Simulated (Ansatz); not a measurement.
# H₁₂N₂Si₄Zn: how energies converge with the basis set

The task here is to estimate one member of a computed series from the others.

The runs use Ansatz 0.2.0, Gaussian basis; one geometry, several basis sets.

Levels to be run: PBE0-D4/def2-SVP; ωB97M-V/def2-SVP; PBE0-D4/def2-QZVPP; ωB97M-V/def2-QZVPP; the functionals' def2-TZVPP values are taken from earlier runs.

## Structure used throughout

All runs share one geometry, relaxed beforehand with PBE0-D4 in a triple-zeta def2 set.

SMILES `[SiH3][N]([SiH3])[Zn][N]([SiH3])[SiH3]`, 19 atoms, charge 0, spin multiplicity 1.

Atoms are counted from 1 here; the program's logs count them from 0.

Bond lengths: Si1–N2 1.724 Å, Si1–H8 1.490 Å, Si1–H9 1.490 Å, Si1–H10 1.491 Å, N2–Si3 1.724 Å, N2–Zn4 1.823 Å, Si3–H11 1.491 Å, Si3–H12 1.490 Å, Si3–H13 1.490 Å, Zn4–N5 1.823 Å, N5–Si6 1.724 Å, N5–Si7 1.724 Å, Si6–H14 1.491 Å, Si6–H15 1.490 Å, Si6–H16 1.490 Å, Si7–H17 1.491 Å, Si7–H18 1.490 Å, Si7–H19 1.490 Å. Angles: N2–Si1–H8 112.0°, N2–Si1–H9 111.9°, N2–Si1–H10 108.4°, H8–Si1–H9 107.6°, H8–Si1–H10 108.4°, H9–Si1–H10 108.5°, Si1–N2–Si3 123.9°, Si1–N2–Zn4 118.1°, Si3–N2–Zn4 118.0°, N2–Si3–H11 108.4°, N2–Si3–H12 112.0°, N2–Si3–H13 111.9°, H11–Si3–H12 108.4°, H11–Si3–H13 108.4°, H12–Si3–H13 107.6°, N2–Zn4–N5 180.0°, Zn4–N5–Si6 118.2°, Zn4–N5–Si7 118.0° and more.

Set-up of the first run:

in.yaml

```yaml
crystal:
  periodic: [false, false, false]
  atoms:
    - {symbol: Si, position_ang: [3.012590, 0.371421, 0.196832]}
    - {symbol: N, position_ang: [1.666799, -0.705299, 0.208521]}
    - {symbol: Si, position_ang: [1.803857, -2.411949, 0.406581]}
    - {symbol: Zn, position_ang: [-0.001411, 0.000810, 0.001504]}
    - {symbol: N, position_ang: [-1.669821, 0.706511, -0.204995]}
    - {symbol: Si, position_ang: [-2.335117, 0.769994, -1.793714]}
    - {symbol: Si, position_ang: [-2.490209, 1.269373, 1.202439]}
    - {symbol: H, position_ang: [3.765993, 0.337613, 1.481685]}
    - {symbol: H, position_ang: [3.972876, 0.049316, -0.895619]}
    - {symbol: H, position_ang: [2.505520, 1.757652, -0.013763]}
    - {symbol: H, position_ang: [0.436552, -3.004567, 0.346976]}
    - {symbol: H, position_ang: [2.416509, -2.775297, 1.715245]}
    - {symbol: H, position_ang: [2.633011, -3.031298, -0.665180]}
    - {symbol: H, position_ang: [-1.332549, 0.214534, -2.747335]}
    - {symbol: H, position_ang: [-3.585608, -0.031756, -1.907988]}
    - {symbol: H, position_ang: [-2.656576, 2.164878, -2.206395]}
    - {symbol: H, position_ang: [-1.598982, 1.065313, 2.380724]}
    - {symbol: H, position_ang: [-3.761505, 0.530010, 1.441476]}
    - {symbol: H, position_ang: [-2.823830, 2.718443, 1.109306]}
basis:
  gaussian: {orbitals: def2-SVP}
hamiltonian: {xc: pbe0, dispersion: d4}
output: {orbitals: {seedname: orbitals}}
```

The run is started by

```
ansatz run in.yaml --threads 4 --pin off --events-out ev --progress --plain --max-ram 41984MiB --backend cpu
```

Among the steps run: PBE0-D4 in def2-SVP; ωB97M-V in def2-SVP; PBE0-D4 in def2-QZVPP; ωB97M-V in def2-QZVPP.

One table of the session follows, with a row left open; its other results are not shown here.

It belongs to the step «Functionals by basis». 

| functional | basis | HOMO (eV) |
| --- | --- | --- |
| PBE0-D4 | def2-SVP | ? |
| PBE0-D4 | def2-TZVPP | -7.59 |
| PBE0-D4 | def2-QZVPP | -7.59 |
| ωB97M-V | def2-SVP | -9.68 |
| ωB97M-V | def2-TZVPP | -9.85 |
| ωB97M-V | def2-QZVPP | -9.86 |

**Question.** Estimate the row for PBE0-D4, def2-SVP.

**Answer.** HOMO (eV): -7.46. In the column «HOMO (eV)» it is the highest.
